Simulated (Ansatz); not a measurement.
# ZrF4: geometry, orbitals and charge

Aim: characterise ZrF4 as a singlet: its structure, frontier levels and distribution of charge.

The runs use Ansatz 0.2.0, Gaussian basis; RKS PBE0-D4/def2-TZVP.

Levels to be run: relaxation at PBE-D4/def2-SVP; a search for the lowest solution at PBE0-D4/def2-SVP; a single point at PBE0-D4/def2-TZVP.

## 1. Starting geometry

5 atoms, charge 0, spin multiplicity 1.

Atoms are counted from 1 here; the program's logs count them from 0.

Bond lengths: Zr1–F2 1.843 Å, Zr1–F3 1.843 Å, Zr1–F4 1.843 Å, Zr1–F5 1.843 Å. Angles: F2–Zr1–F3 109.5°, F2–Zr1–F4 109.5°, F2–Zr1–F5 109.5°, F3–Zr1–F4 109.5°, F3–Zr1–F5 109.5°, F4–Zr1–F5 109.5°.

Geometry (Å):

```mol
F4Zr
  3D, bonds by distance, orders not assigned

  5  4  0  0  0  0  0  0  0  0999 V2000
   -0.0001   -0.0001    0.0001 Zr  0  0
    0.0092   -0.0150    1.8428 F   0  0
    1.7341    0.0093   -0.6228 F   0  0
   -0.8752    1.5073   -0.5977 F   0  0
   -0.8679   -1.5016   -0.6224 F   0  0
  1  2  8  0
  1  3  8  0
  1  4  8  0
  1  5  8  0
M  END
```

Formally the metal is d0. Zr takes a core potential in the def2 sets. No spin-orbit coupling is included.

The start is a GFN2-xTB geometry.

## 2. Relaxation at PBE-D4/def2-SVP

Contents of in.yaml:

```yaml
crystal:
  periodic: [false, false, false]
  atoms:
    - {symbol: Zr, position_ang: [-0.000130, -0.000070, 0.000060]}
    - {symbol: F, position_ang: [0.009190, -0.014960, 1.842790]}
    - {symbol: F, position_ang: [1.734080, 0.009340, -0.622800]}
    - {symbol: F, position_ang: [-0.875230, 1.507310, -0.597660]}
    - {symbol: F, position_ang: [-0.867910, -1.501620, -0.622380]}
basis:
  gaussian: {orbitals: def2-SVP}
hamiltonian: {xc: pbe, dispersion: d4}
scf: {omitted_lower_state_checks: [starts]}
output: {orbitals: {seedname: orbitals}}
relax: {f_tol: 0.02, max_steps: 100}
```

Run with:

```console
> ansatz run in.yaml --threads 4 --pin off --events-out ev --progress --plain --max-ram 3916MiB
```

What it wrote (excerpt; [...] marks lines left out):

```text
Functional definition: PBE
  name "PBE"
  cite "Perdew, Burke & Ernzerhof, Phys. Rev. Lett. 77, 3865 (1996) doi:10.1103/PhysRevLett.77.3865"
  parent pbe
[...]
870 factors; their error is unknown
[...]
mean field -12138.78457687 eV, -446.0921052361 hartree, gradient 8.0e-5 eV, S^2 0.000000; 0 other end points of the search recorded, 0 dependent functions left out
[...]
reference -12138.78464858 eV, -446.0921078714 hartree; 24, 24 occupied and 63, 63 virtual orbitals, 870 factors
relax step   1: F+E_penalty+E_count = -12138.87244153 eV  Δ(F+E_penalty+E_count) = +0.000e0 eV  max|allowed force component| = 2.366e0 eV/Å  Δτ_max = 0.0000 Å  (20 SCF iters, accepted)
[...]
relax step   2: F+E_penalty+E_count = -12139.16765464 eV  Δ(F+E_penalty+E_count) = -2.952e-1 eV  max|allowed force component| = 8.194e-2 eV/Å  Δτ_max = 0.0631 Å  (26 SCF iters, accepted)
[...]
relax step   3: F+E_penalty+E_count = -12139.16809876 eV  Δ(F+E_penalty+E_count) = -4.441e-4 eV  max|allowed force component| = 2.682e-3 eV/Å  Δτ_max = 0.0026 Å  (23 SCF iters, accepted)
[...]
870 factors; their error is unknown
mean field -12139.08324506 eV, -446.1030810899 hartree, gradient 5.3e-5 eV, S^2 0.000000; 0 other end points of the search recorded, 0 dependent functions left out
[...]
reference -12139.08331806 eV, -446.1030837725 hartree; 24, 24 occupied and 63, 63 virtual orbitals, 870 factors
Total energy: -12139.16817176 eV, -446.1062020885 hartree
Atom 0 at    -0.000007    -0.000006     0.000025 Å, force     0.000059     0.000013     0.000214 eV/Å
Atom 1 at     0.009446    -0.015571     1.908285 Å, force    -0.000005    -0.000044     0.002462 eV/Å
Atom 2 at     1.795993     0.009661    -0.644961 Å, force     0.002682     0.000010    -0.000908 eV/Å
Atom 3 at    -0.906521     1.561038    -0.618920 Å, force    -0.001380     0.002335    -0.000881 eV/Å
Atom 4 at    -0.898911    -1.555123    -0.644419 Å, force    -0.001356    -0.002314    -0.000887 eV/Å
Dipole moment:    -0.000015    -0.000010     0.000033 e Å
Checks for a lower state left out: starts
```

Wall time 2.9 s (4 threads of Arm Neoverse V1, shared host).

Relaxation path:

| step | energy from step 1 (eV) | largest force component (eV/Å) |
| --- | --- | --- |
| 1 | 0.0000 | 2.3657 |
| 2 | -0.2952 | 0.0819 |
| 3 | -0.2957 | 0.0027 |

Close pairs (by a distance rule), those that changed most:

| bond | before (Å) | after (Å) | change (Å) |
| --- | --- | --- | --- |
| Zr1–F5 | 1.843 | 1.908 | +0.066 |
| Zr1–F4 | 1.843 | 1.908 | +0.066 |
| Zr1–F3 | 1.843 | 1.908 | +0.066 |
| Zr1–F2 | 1.843 | 1.908 | +0.066 |

Bonds by kind at the end (by distance):

| bond | count | shortest (Å) | longest (Å) |
| --- | --- | --- | --- |
| F–Zr | 4 | 1.908 | 1.908 |

## 3. Searching for the lowest solution, PBE0-D4/def2-SVP

start.molden holds the orbitals of an earlier run on this state, given as this run's starting guess.

Contents of in.yaml:

```yaml
crystal:
  periodic: [false, false, false]
  atoms:
    - {symbol: Zr, position_ang: [-0.000007, -0.000006, 0.000025]}
    - {symbol: F, position_ang: [0.009446, -0.015571, 1.908285]}
    - {symbol: F, position_ang: [1.795993, 0.009661, -0.644961]}
    - {symbol: F, position_ang: [-0.906521, 1.561038, -0.618920]}
    - {symbol: F, position_ang: [-0.898911, -1.555123, -0.644419]}
basis:
  gaussian: {orbitals: def2-SVP, initial_orbitals: start.molden}
hamiltonian: {xc: pbe0, dispersion: d4}
output: {orbitals: {seedname: orbitals}}
```

Launched as before.

What it wrote:

```text
Functional definition: PBE0
  name "PBE0"
  cite "Adamo & Barone, J. Chem. Phys. 110, 6158 (1999) doi:10.1063/1.478522"
  cite "Perdew, Burke & Ernzerhof, Phys. Rev. Lett. 77, 3865 (1996) doi:10.1103/PhysRevLett.77.3865"
  parent pbe
  parameter a = 0.25
  parameter kappa = 0.804
  parameter beta = 0.06672455060314922
  exchange = (1 - a)*pbe_x(kappa = kappa, mu = beta*pi^2/3) + a*exact_x
  correlation = pbe_c(beta = beta)
945 factors; their error is unknown
mean field evaluation 1: about -12137.7223 eV, gradient 7.3e0 eV
mean field evaluation 2: about -12137.8938 eV, gradient 3.0e-1 eV
mean field evaluation 4: about -12137.9470 eV, gradient 7.9e-2 eV
mean field evaluation 8: about -12095.1845 eV, gradient 1.6e2 eV
mean field evaluation 16: about -12137.9470 eV, gradient 1.6e-2 eV
mean field -12137.94704311 eV, -446.0613264383 hartree, gradient 2.5e-5 eV, S^2 0.000000; 1 other end points of the search recorded, 0 dependent functions left out
reference -12137.94710261 eV, -446.0613286248 hartree; 24, 24 occupied and 63, 63 virtual orbitals, 945 factors
Total energy: -12138.01906054 eV, -446.0639730302 hartree
```

Wall time 1.1 s (4 threads of Arm Neoverse V1, shared host).

Report: HOMO -12.03 eV, LUMO -1.40 eV.

## 4. Single point, PBE0-D4/def2-TZVP

Changes to in.yaml since step 3:

```diff
@@ -9,4 +9,5 @@
 basis:
-  gaussian: {orbitals: def2-SVP, initial_orbitals: start.molden}
+  gaussian: {orbitals: def2-TZVP, initial_orbitals: start.molden}
 hamiltonian: {xc: pbe0, dispersion: d4}
+scf: {omitted_lower_state_checks: [starts]}
 output: {orbitals: {seedname: orbitals}}
```

Same command.

What it wrote:

```text
Functional definition: PBE0
  name "PBE0"
  cite "Adamo & Barone, J. Chem. Phys. 110, 6158 (1999) doi:10.1063/1.478522"
  cite "Perdew, Burke & Ernzerhof, Phys. Rev. Lett. 77, 3865 (1996) doi:10.1103/PhysRevLett.77.3865"
  parent pbe
  parameter a = 0.25
  parameter kappa = 0.804
  parameter beta = 0.06672455060314922
  exchange = (1 - a)*pbe_x(kappa = kappa, mu = beta*pi^2/3) + a*exact_x
  correlation = pbe_c(beta = beta)
these checks for a lower state are left out or cut short: starts
1023 factors; their error is unknown
mean field evaluation 1: about -12146.5388 eV, gradient 2.3e2 eV
mean field evaluation 2: about -12151.3862 eV, gradient 4.8e0 eV
mean field evaluation 4: about -12151.5068 eV, gradient 1.5e-1 eV
mean field -12151.50687468 eV, -446.5596410575 hartree, gradient 4.1e-5 eV, S^2 0.000000; 0 other end points of the search recorded, 0 dependent functions left out
reference -12151.50693603 eV, -446.5596433118 hartree; 24, 24 occupied and 140, 140 virtual orbitals, 1023 factors
Total energy: -12151.57889397 eV, -446.5622877173 hartree
Checks for a lower state left out: starts
```

Run time: 1.4 s. Hardware: 4 threads of Arm Neoverse V1, shared host.

HOMO -12.20 eV, LUMO -1.49 eV.

Mulliken charges, from this run's orbitals:

| atom | value (e) |
| --- | --- |
| Zr1 | 1.82 |
| F2 | -0.45 |
| F3 | -0.45 |
| F4 | -0.45 |
| F5 | -0.45 |

Largest Mayer bond orders: Zr1–F2 0.91; Zr1–F3 0.91; Zr1–F4 0.91; Zr1–F5 0.91.

## 5. Summary of results

| quantity | value |
| --- | --- |
| point group | Td |
| near neighbours of the metal | F 1.91, F 1.91, F 1.91, F 1.91 Å |
| HOMO, LUMO at PBE0-D4/def2-TZVP | -12.20, -1.49 eV |
| charge on the metal (Mulliken, PBE0-D4/def2-TZVP) | +1.82 e |
| dipole at PBE-D4/def2-SVP | 0.00 D |

The molecule keeps its bonding pattern by the stored test; the atoms moved 0.06 Å (rms). The Mulliken charge of the metal, +1.82 e, depends on the basis and isn't its oxidation state. No usable vibrations, so a minimum isn't proven. Whether this spin is the lowest isn't tested here.
